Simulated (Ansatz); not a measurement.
# ZrSiRu: the cost of one run

All numbers below are computed with Ansatz 0.2.0 (DFT PBE, plane waves, PAW, scalar-relativistic, no spin polarisation).

**1. The system as given**

The cell holds 9 atoms (Ru3Si3Zr3): a = 4.989 Å, b = 6.485 Å, c = 4.991 Å, α = 93.28°, β = 93.14°, γ = 90.85°.

Coordinates:

```
CELL_PARAMETERS angstrom
4.96631 0.45387 0.15295
-0.66301 6.41816 -0.65305
-0.44311 0.17114 4.96841
ATOMIC_POSITIONS crystal
Ru 0.76555 0.70074 0.11575
Ru 0.26362 0.81293 0.04735
Ru 0.10858 0.02238 0.47825
Zr 0.00745 0.29706 0.06949
Zr 0.62330 0.01764 0.73595
Zr 0.76851 0.46464 0.56983
Si 0.27484 0.36172 0.64899
Si 0.34045 0.69059 0.56125
Si 0.51144 0.23850 0.16954
```

**2. The run**

File input.yaml:

```yaml
crystal:
  lattice:
    - [4.966305, 0.453873, 0.152947]
    - [-0.663008, 6.418159, -0.65305]
    - [-0.443105, 0.171145, 4.968406]
  atoms:
    - { symbol: Ru, position: [0.765548, 0.700742, 0.115747] }
    - { symbol: Ru, position: [0.263619, 0.812925, 0.047349] }
    - { symbol: Ru, position: [0.108577, 0.022384, 0.478253] }
    - { symbol: Zr, position: [0.007453, 0.297059, 0.069487] }
    - { symbol: Zr, position: [0.623303, 0.017643, 0.735951] }
    - { symbol: Zr, position: [0.768507, 0.464638, 0.569827] }
    - { symbol: Si, position: [0.274843, 0.361723, 0.648985] }
    - { symbol: Si, position: [0.340448, 0.690586, 0.56125] }
    - { symbol: Si, position: [0.511438, 0.238505, 0.169539] }
kpoints:
  mp_grid: { grid: [3, 3, 3] }
magnetization:
  spin_polarized: false
scf:
  occupations: { method: gaussian, width: 0.1 }
hamiltonian:
  pseudopotentials: { kind: paw }
  xc: pbe
basis:
  ecutwfc: 420
md:
  timestep: 1.5
  n_steps: 20
  ensemble: nve
  temperature: 2000.0
  initial_velocities: maxwell_boltzmann
  seed: 855982
```

Run with:

```bash
ansatz run input.yaml --threads 2 --pin off --max-ram 2560MiB --backend cpu --events-out ev --progress --plain --runs-dir out
```

What time and memory should one allow on 2 threads of Arm Neoverse V1, shared host?

About 1.9 min, with a peak of 0.52 GiB.
